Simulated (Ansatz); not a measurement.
# TaC+ (triplet): the correlation ladder, def2-QZVPP

The task here is to estimate one member of a computed series from the others.

Computed with Ansatz 0.2.0, Gaussian basis. Level: def2-QZVPP, core rule «outside noble gas», up to 5 orbitals frozen.

The runs, in order: UHF; ROHF; CCSD(T) on UHF.

2 further runs of the same task are left out: 2 set aside as unsound or not needed. Runs told in other sessions of the task aren't counted.

### The geometry

The geometry is a PBE0/def2-TZVP stationary point (not a proven minimum) of the parent state, kept for this charge and spin. No spin-orbit coupling is included. Elements past krypton take def2 core potentials.

2 atoms, charge 1, spin multiplicity 3.

Atoms are counted from 1 here; the program's logs count them from 0.

Bond lengths: Ta1–C2 1.746 Å.

Set-up of the first run:

The input, in.yaml:

```yaml
crystal:
  periodic: [false, false, false]
  atoms:
    - {symbol: Ta, position_ang: [0.000000, 0.000000, 0.000000]}
    - {symbol: C, position_ang: [0.000000, 0.000000, 1.745600]}
basis:
  gaussian: {orbitals: "def2-QZVPP.json"}
total_charge: 1
magnetization: {spin_polarized: true, initial_magnetization: 2}
hamiltonian: {xc: hf}
output: {orbitals: {seedname: orbitals}}
```

Run with:

```sh
$ ansatz run in.yaml --threads 1 --pin off --events-out ev --progress --plain --max-ram 2816MiB --backend cpu
```

Steps of the session up to this table: UHF; ROHF; CCSD(T) on UHF.

One of the session's tables, all rows but one given; the rest of the session is left out.

```
  method  from UCCSD(T) (kcal/mol)
    ROHF                   +176.15
    UMP2                         ?
   UCCSD                    +11.84
UCCSD(T)                         0
```

**Question.** Estimate the row for UMP2.

As computed: from UCCSD(T) (kcal/mol): +29.51. In the column «from UCCSD(T) (kcal/mol)» it lies between UCCSD (+11.84) and ROHF (+176.15).

Left out of the table: UHF (another determinant or state than the rows shown).

To keep in mind: The determinant of HF (⟨S²⟩ 2.59) is far from a pure spin state, so its energy mixes those of several spin states; that is harmless only where they are near-degenerate. Warnings: spin contamination; coupled cluster took another determinant than the lowest.
